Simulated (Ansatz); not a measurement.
# GeH4NO: the cost of one run

Program: Ansatz 0.2.0. Level of theory: RKS B3LYP-D4/def2-SVP. These are calculated values, not measurements.

## Step 1: The structure to begin with

Bond lengths: N1–Ge2 1.889 Å, Ge2–O3 1.615 Å, N1–H4 1.013 Å, N1–H5 1.012 Å, Ge2–H6 1.564 Å, Ge2–H7 1.598 Å. Angles: N1–Ge2–O3 115.0°, N1–Ge2–H6 100.4°, N1–Ge2–H7 104.2°, O3–Ge2–H6 118.3°, O3–Ge2–H7 116.4°, H6–Ge2–H7 99.9°, Ge2–N1–H4 110.2°, Ge2–N1–H5 112.2°, H4–N1–H5 106.5°.

As a file:

```xyz
7

N    -1.0953    0.2128   -0.3828
Ge    0.5491   -0.2478    0.4243
O     0.8116   -1.8328    0.5843
H    -1.3265   -0.4536   -1.1094
H    -1.0631    1.1218   -0.8259
H     0.4848    0.6276    1.7183
H     1.6394    0.5719   -0.4088
```

## Step 2: Relaxing end A

input.yaml reads:

```yaml
crystal:
  periodic: [false, false, false]
  atoms:
    - { symbol: "N", position_ang: [-1.09525, 0.21283, -0.38277] }
    - { symbol: Ge, position_ang: [0.54911, -0.24783, 0.42428] }
    - { symbol: O, position_ang: [0.81157, -1.83284, 0.58428] }
    - { symbol: H, position_ang: [-1.32651, -0.45357, -1.10936] }
    - { symbol: H, position_ang: [-1.06308, 1.12184, -0.82595] }
    - { symbol: H, position_ang: [0.48479, 0.62762, 1.71832] }
    - { symbol: H, position_ang: [1.63936, 0.57195, -0.4088] }
total_charge: -1
basis:
  gaussian: { orbitals: def2-SVP }
hamiltonian:
  xc: b3lyp
  dispersion: d4
relax:
  f_tol: 0.02
  max_steps: 50
```

Run with:

```sh
$ ansatz run input.yaml --threads 1 --pin off --max-ram 2048MiB --backend cpu --events-out ev --progress --plain --runs-dir out
```

Q: Estimate wall time and peak memory on 1 thread of Intel Xeon 6975P-C (Granite Rapids), shared host.

About 34 s, with a peak of 0.17 GiB.
